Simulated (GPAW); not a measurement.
Crystal: Zr3S2.

```
Zr S
1.0
     2.90254    1.67578    3.48777
    -2.90254    1.67578    3.48777
     0.00000   -3.35156    3.48777
Zr S
3 2
Direct
  0.83873 0.50000 0.16127
  0.50000 0.16127 0.83873
  0.16127 0.83873 0.50000
  0.66502 0.66502 0.66502
  0.33498 0.33498 0.33498
```

The cell comes from a database or a generator and needn't be the stable form of this composition.

Base run:

```yaml
Program: GPAW 26.7.0
Functional: LDA
Potentials_or_basis: the program's PAW data sets (release 1.2.1) made for this functional
Cutoff: 450 eV
Basis: pw
k_mesh: 5 × 5 × 5
Occupations: fermi-dirac, width 0.05 eV
Spin: no spin polarisation
```

Its results: pressure -8.8 GPa; largest force 0.197 eV/Å.

The run is repeated on the same cell with these changes: cutoff from 450 eV to 600 eV; k mesh from 5 × 5 × 5 to 4 × 4 × 4. What comes out?

Pressure -8.2 GPa; largest force 0.163 eV/Å.

Caveats: the cutoff is short for stress and forces, so pressures can be off by a GPa or more (some runs).

Not every run made on this cell is shown here.
